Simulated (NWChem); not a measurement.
**One shape, several levels: C2H6F2Ti (SMILES [CH3][Ti]([CH3])([F])[F])**

Wanted: a comparison of 4 runs (HF/STO-3G, HF/3-21G, B3LYP/6-31G*) of C2H6F2Ti. 

Program for the calculation: NWChem 7.3.0.

### 1 The structure to begin with

C2H6F2Ti has 11 atoms, charge 0, and is taken as a singlet. As SMILES, `[CH3][Ti]([CH3])([F])[F]`. The shape is that of a PBE0-D4/def2-TZVP optimisation.

Bond lengths: C1–Ti2 2.047 Å, Ti2–C3 2.048 Å, Ti2–F4 1.757 Å, Ti2–F5 1.757 Å, C1–H6 1.095 Å, C1–H7 1.095 Å, C1–H8 1.095 Å, C3–H9 1.095 Å, C3–H10 1.094 Å, C3–H11 1.094 Å. Some angles: C1–Ti2–C3 105.3°, C1–Ti2–F4 108.6°, C1–Ti2–F5 108.6°, C3–Ti2–F4 108.6°, C3–Ti2–F5 108.6°, F4–Ti2–F5 116.5°, Ti2–C1–H6 109.6°, Ti2–C1–H7 109.6°, Ti2–C1–H8 109.8°, Ti2–C3–H9 109.8°.

### 2 Energy and forces at HF/STO-3G (run 1)

Input file run.py:

```python
from ase import Atoms
from ase.calculators.nwchem import NWChem

atoms = Atoms(['C', 'Ti', 'C', 'F', 'F', 'H', 'H', 'H', 'H', 'H', 'H'], positions=[
    [-1.578800, 0.442800, 0.294500],
    [0.111000, 0.172800, -0.829600],
    [1.496300, -0.612900, 0.457300],
    [-0.230100, -1.013900, -2.079100],
    [0.679000, 1.743000, -1.375300],
    [-1.904300, -0.518400, 0.704500],
    [-1.368300, 1.137800, 1.113400],
    [-2.377800, 0.855400, -0.329800],
    [2.434000, -0.799500, -0.075600],
    [1.122700, -1.556600, 0.866900],
    [1.681600, 0.092500, 1.273300],
])

calc = NWChem(
    label='a',
    theory='scf',
    memory='2200 mb',
    basis='STO-3G',
    basispar='spherical bse',
    scf={'nopen': '0', 'rhf': None, 'thresh': '1e-08', 'maxiter': '80'},
)
atoms.calc = calc

forces = atoms.get_forces()
print("Total energy (eV):", round(atoms.get_potential_energy(), 6))
print("forces (eV/A):")
for s, f in zip(atoms.symbols, forces):
    print(f"{s:2s} {f[0]:10.5f} {f[1]:10.5f} {f[2]:10.5f}")
print("dipole (e A):", atoms.get_dipole_moment().round(4))
```

On the command line:

```bash
$ export ASE_NWCHEM_COMMAND="nwchem PREFIX.nwi > PREFIX.nwo"
$ python run.py
```

Standard output:

```text
Total energy (eV): -30325.100063
forces (eV/A):
C    -0.72397    0.18903    0.19031
Ti    0.49679    0.83355   -3.90329
C     0.65728   -0.28704    0.26297
F     0.68222    2.30906    2.07503
F    -1.03919   -2.91162    0.74207
H    -0.08721    0.57906   -0.02057
H    -0.39086   -0.35738   -0.25094
H     0.09045   -0.16877    0.56996
H    -0.22266   -0.05888    0.55083
H     0.42593    0.40140    0.00519
H     0.11123   -0.52836   -0.22163
dipole (e A): [ 0.0134  0.023  -0.1075]
```

The calculator wrote a.nwi:

```
title "a"

permanent_dir a

scratch_dir a

start a

geometry units angstrom nocenter noautosym noautoz
  C  -1.5788000000000000e+00 4.4280000000000003e-01 2.9449999999999998e-01
  Ti 1.1100000000000000e-01 1.7280000000000001e-01 -8.2960000000000000e-01
  C  1.4963000000000000e+00 -6.1290000000000000e-01 4.5729999999999998e-01
  F  -2.3010000000000000e-01 -1.0139000000000000e+00 -2.0790999999999999e+00
  F  6.7900000000000005e-01 1.7430000000000001e+00 -1.3753000000000000e+00
  H  -1.9043000000000001e+00 -5.1839999999999997e-01 7.0450000000000002e-01
  H  -1.3683000000000001e+00 1.1377999999999999e+00 1.1133999999999999e+00
  H  -2.3778000000000001e+00 8.5540000000000005e-01 -3.2979999999999998e-01
  H  2.4340000000000002e+00 -7.9949999999999999e-01 -7.5600000000000001e-02
  H  1.1227000000000000e+00 -1.5566000000000000e+00 8.6690000000000000e-01
  H  1.6816000000000000e+00 9.2499999999999999e-02 1.2733000000000001e+00
end

memory 2200 mb

basis spherical bse noprint
   * library STO-3G
end

scf
  nopen 0
  rhf
  thresh 1e-08
  maxiter 80
end

task scf gradient
```

a.nwo:

```text
Northwest Computational Chemistry Package (NWChem) 7.3.0
             --------------------------------------------------------

           Job information
           ---------------

    nwchem branch   = 7.3.0
    use scalapack   = T
    input           = a.nwi
    prefix          = a.
    data base       = a/a.db
    status          = startup
    nproc           =        1

           Memory information
           ------------------

    heap     =     72089596 doubles =      550.0 Mbytes
    stack    =     72089601 doubles =      550.0 Mbytes
    global   =    144179200 doubles =     1100.0 Mbytes (distinct from heap & stack)
    total    =    288358397 doubles =     2200.0 Mbytes
    verify   = yes
    hardfail = no

[... 142 lines left out ...]
 Convergence threshold     :          1.000E-08
[... 12 lines left out ...]
       Final RHF  results
[... 3 lines left out ...]
      One-electron energy =  -2154.209327230933
[... 1 line left out ...]
 Nuclear repulsion energy =    313.104451583802
[... 47 lines left out ...]
                       ROHF Final Molecular Orbital Analysis
[... 246 lines left out ...]
                         RHF ENERGY GRADIENTS

    atom               coordinates                        gradient
                 x          y          z           x          y          z
   1 C      -2.983499   0.836771   0.556524    0.014079  -0.003676  -0.003701
   2 Ti      0.209760   0.326545  -1.567717   -0.009661  -0.016210   0.075907
   3 C       2.827597  -1.158213   0.864172   -0.012782   0.005582  -0.005114
[... 7 lines of this table left out ...]
  11 H       3.177763   0.174800   2.406188   -0.002163   0.010275   0.004310

                 ----------------------------------------
                 |  Time  |  1-e(secs)   |  2-e(secs)   |
                 ----------------------------------------
                 |  CPU   |       0.00   |       0.82   |
                 ----------------------------------------
                 |  WALL  |       0.00   |       0.82   |
                 ----------------------------------------

 Task  times  cpu:        4.7s     wall:        4.7s
 Total times  cpu:        4.7s     wall:        4.7s
```

Run time: 5.7 s. Hardware: 1 thread of Intel Xeon 6975P-C (Granite Rapids), shared host; peak memory 0.097 GiB.

### 3 Energy and gradient at HF/3-21G (run 2)

Input file mymol.nw:

```
start mymol
title "C2H6F2Ti gradient"
memory 2200 mb
charge 0

geometry units angstrom noautosym nocenter noautoz
  C     -1.578800     0.442800     0.294500
  Ti     0.111000     0.172800    -0.829600
  C      1.496300    -0.612900     0.457300
  F     -0.230100    -1.013900    -2.079100
  F      0.679000     1.743000    -1.375300
  H     -1.904300    -0.518400     0.704500
  H     -1.368300     1.137800     1.113400
  H     -2.377800     0.855400    -0.329800
  H      2.434000    -0.799500    -0.075600
  H      1.122700    -1.556600     0.866900
  H      1.681600     0.092500     1.273300
end

basis spherical bse
  * library 3-21G
end

scf
  thresh 1e-08
  maxiter 80
  print low
end

task scf gradient
```

On the command line:

```bash
$ nwchem mymol.nw > mymol.out
```

Standard output:

```text
[...]
  functions       =    75
[...]
  wavefunction    = RHF
[...]
         Total SCF energy =  -1121.012182525406
      One-electron energy =  -2161.768118727082
      Two-electron energy =    727.651484617874
 Nuclear repulsion energy =    313.104451583802
        Time for solution =      5.8s
[...]
                         RHF ENERGY GRADIENTS
    atom               coordinates                        gradient
                 x          y          z           x          y          z
   1 C      -2.983499   0.836771   0.556524   -0.001776   0.000991  -0.001568
   2 Ti      0.209760   0.326545  -1.567717   -0.002162  -0.003574   0.016812
   3 C       2.827597  -1.158213   0.864172    0.002263  -0.000374  -0.001354
   4 F      -0.434826  -1.915993  -3.928929   -0.003701  -0.012451  -0.010700
   5 F       1.283124   3.293792  -2.598940    0.005516   0.015509  -0.003553
   6 H      -3.598605  -0.979634   1.331312   -0.000135  -0.004679   0.000447
   7 H      -2.585712   2.150130   2.104021    0.002424   0.003242   0.002395
   8 H      -4.493390   1.616472  -0.623232   -0.002729   0.001528  -0.002690
   9 H       4.599593  -1.510836  -0.142863    0.003253  -0.000549  -0.002332
  10 H       2.121595  -2.941547   1.638203   -0.002808  -0.003739   0.000318
  11 H       3.177763   0.174800   2.406188   -0.000146   0.004096   0.002224
[...]
```

Wall time 7.8 s (1 thread of Intel Xeon 6975P-C (Granite Rapids), shared host); peak memory 0.099 GiB.

Run 3 isn't shown in full; the table further down has it.

### 4 Energy and forces at B3LYP/6-31G(d) (Cartesian functions) (run 4)

Input file input.nw:

```
start input
title "C2H6F2Ti"
memory total 2200 mb

geometry noautosym nocenter noautoz
  C       -1.578800       0.442800       0.294500
  Ti       0.111000       0.172800      -0.829600
  C        1.496300      -0.612900       0.457300
  F       -0.230100      -1.013900      -2.079100
  F        0.679000       1.743000      -1.375300
  H       -1.904300      -0.518400       0.704500
  H       -1.368300       1.137800       1.113400
  H       -2.377800       0.855400      -0.329800
  H        2.434000      -0.799500      -0.075600
  H        1.122700      -1.556600       0.866900
  H        1.681600       0.092500       1.273300
end

basis cartesian
  * library 6-31G*
end

dft
  xc b3lyp
  mult 1
  grid fine
  convergence energy 1e-08
  maxiter 100
  mulliken
end

task dft gradient
```

On the command line:

```bash
$ nwchem input.nw > input.out
```

Standard output:

```text
[...]
          Wavefunction type:  closed shell.
          No. of atoms     :    11
          No. of electrons :    58
[...]
          Charge           :     0
          Spin multiplicity:     1
[...]
          AO basis - number of functions:   111
[...]
              XC Information
              --------------
                         B3LYP Method XC Potential
                     Hartree-Fock (Exact) Exchange  0.200
                        Slater Exchange Functional  0.800 local
                    Becke 1988 Exchange Functional  0.720 non-local
              Lee-Yang-Parr Correlation Functional  0.810
                  VWN I RPA Correlation Functional  0.190 local
[...]
 d= 0,ls=0.0,diis     1  -1128.6422859705 -1.44D+03  7.30D-02  3.53D+00     3.5
[...]
 d= 0,ls=0.5,diis    28  -1129.0819045558 -5.72D-09  9.32D-07  7.73D-09    76.3
         Total DFT energy =    -1129.081904558655
      One electron energy =    -2172.568074844643
           Coulomb energy =      806.512865417241
    Exchange-Corr. energy =      -76.131146715055
 Nuclear repulsion energy =      313.104451583802
[...]
  wavefunction    = closed shell
                         DFT ENERGY GRADIENTS
    atom               coordinates                        gradient
                 x          y          z           x          y          z
   1 C      -2.983499   0.836771   0.556524   -0.000111   0.000007   0.000094
   2 Ti      0.209760   0.326545  -1.567717   -0.000773  -0.001237   0.005840
   3 C       2.827597  -1.158213   0.864172    0.000191  -0.000078   0.000110
   4 F      -0.434826  -1.915993  -3.928929   -0.000535  -0.001647  -0.000487
   5 F       1.283124   3.293792  -2.598940    0.000561   0.001684   0.000372
   6 H      -3.598605  -0.979634   1.331312    0.001323   0.001594  -0.001362
   7 H      -2.585712   2.150130   2.104021    0.000387  -0.001287  -0.002083
   8 H      -4.493390   1.616472  -0.623232    0.002247  -0.000903   0.000663
   9 H       4.599593  -1.510836  -0.142863   -0.002451   0.000705   0.000460
  10 H       2.121595  -2.941547   1.638203    0.000073   0.002040  -0.001430
  11 H       3.177763   0.174800   2.406188   -0.000911  -0.000878  -0.002176
[...]
```

Run time: 88 s. Hardware: 1 thread of Intel Xeon 6975P-C (Granite Rapids), shared host; peak memory 0.13 GiB.

### 5 Overview of the runs

```
run                               level  iteration cap  module   energy (Eh)  largest force (eV/Å)  wall time
  1                           HF/STO-3G             80     scf  -1114.426881                 4.022      5.7 s
  2                            HF/3-21G             80     scf  -1121.012183                 0.891      7.8 s
  3  B3LYP/6-31G* (spherical functions)            100     dft  -1129.068374                 0.457       83 s
  4  B3LYP/6-31G* (Cartesian functions)            100     dft  -1129.081905                 0.310       88 s
```

### 6 Summary of results

| quantity | value |
| --- | --- |
| run 4: total energy | -1129.08190 Eh |
| run 4: dipole moment | 1.35 D |
| run 4: HOMO energy | -7.84 eV |
| run 4: LUMO energy | -2.08 eV |
| run 4: HOMO–LUMO gap | 5.76 eV |
| run 4: largest force on an atom | 0.310 eV/Å |

In run 1 the basis is minimal, so the values are rough. All runs together took 3.1 min, the longest 88 s.
